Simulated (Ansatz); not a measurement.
# SiGeH₃ (quartet): wave-function methods side by side, cc-pVDZ

The task here is to estimate one member of a computed series from the others.

Method: cc-pVDZ, core rule «outside noble gas», up to 19 orbitals frozen; program: Ansatz 0.2.0, Gaussian basis.

The runs, in order: UHF; CCSD(T) on ROHF; CCSD(T) on UHF; BCCD(T) on ROHF; CISD; CCSDT(Q) on ROHF; CCSDT(Q) on UHF; CASSCF and MRCISD+Q, 11 electrons in 11 orbitals; CASSCF and NEVPT2, 11 electrons in 11 orbitals.

21 further runs of the same task are left out: 2 for a mislabelled method, 9 that didn't finish, 10 set aside as unsound or not needed.

### The system

The geometry is a PBE0/def2-TZVP stationary point (not a proven minimum) of the parent state, kept for this charge and spin. No spin-orbit coupling is included. The filled d shell of Ge may be among the frozen orbitals whatever the setting's name suggests; the logs give the count.

5 atoms, charge 0, spin multiplicity 4.

Atoms are counted from 1 here; the program's logs count them from 0.

Bond lengths: Si1–Ge2 2.352 Å, Si1–H3 1.492 Å, Si1–H4 1.492 Å, Ge2–H5 1.595 Å. Angles: Ge2–Si1–H3 129.6°, Ge2–Si1–H4 123.5°, H3–Si1–H4 106.9°, Si1–Ge2–H5 86.6°.

The first run:

The input, in.yaml:

```yaml
crystal:
  periodic: [false, false, false]
  atoms:
    - {symbol: Si, position_ang: [0.000000, 0.018056, 1.651607]}
    - {symbol: Ge, position_ang: [0.000000, -0.028376, -0.700224]}
    - {symbol: H, position_ang: [0.000000, 1.185718, 2.580640]}
    - {symbol: H, position_ang: [0.000000, -1.209392, 2.499223]}
    - {symbol: H, position_ang: [0.000000, 1.565561, -0.637062]}
basis:
  gaussian: {orbitals: cc-pVDZ}
magnetization: {spin_polarized: true, initial_magnetization: 3}
hamiltonian: {xc: hf}
output: {orbitals: {seedname: orbitals}}
```

Run with:

```console
> ansatz run in.yaml --threads 1 --pin off --events-out ev --progress --plain --max-ram 2393MiB
```

Steps of the session up to this table: UHF; CCSD(T) on ROHF; CCSD(T) on UHF; BCCD(T) on ROHF; CISD; CCSDT(Q) on ROHF; CCSDT(Q) on UHF; CASSCF and MRCISD+Q, 11 electrons in 11 orbitals; CASSCF and NEVPT2, 11 electrons in 11 orbitals.

One table of the session follows, with a row left open; its other results are not shown here.

| method | from UCCSDT(Q) (kcal/mol) |
| --- | --- |
| ROHF | +125.38 |
| UHF | +120.96 |
| RMP2 | ? |
| UMP2 | +28.73 |
| CISD | +13.51 |
| RCCSD | +4.52 |
| UCCSD | +4.17 |
| RCCSD(T) | +1.19 |
| UCCSD(T) | +0.95 |
| BCCD(T) | +1.19 |
| RCCSDT | +0.40 |
| UCCSDT | +0.15 |
| RCCSDT(Q) | +0.25 |
| UCCSDT(Q) | 0 |
| CASSCF valence | +83.99 |
| NEVPT2 valence | +24.08 |
| MRCISD valence | +6.90 |
| MRCISD+Q valence | +1.03 |

Q: Estimate the row for RMP2 from the others.

**Answer.** from UCCSDT(Q) (kcal/mol): +28.70. In the column «from UCCSDT(Q) (kcal/mol)» it lies between NEVPT2 valence (+24.08) and UMP2 (+28.73).

Among the levels timed on like hardware and quicker than the yardstick, those that no quicker one beats, quickest first: RCCSD(T) (3.8 s, +1.19 kcal/mol); BCCD(T) (4.1 s, +1.19 kcal/mol); UCCSD(T) (4.4 s, +0.95 kcal/mol).

Limits of these values: Of the multireference levels listed MRCISD+Q valence comes nearest in total energy (+1.03 kcal/mol), which doesn't show that its space is the better one. Restricted and unrestricted rows rest on different reference determinants; where their highest levels disagree by more than a few hundredths of an eV, they describe different states and don't form one ladder.
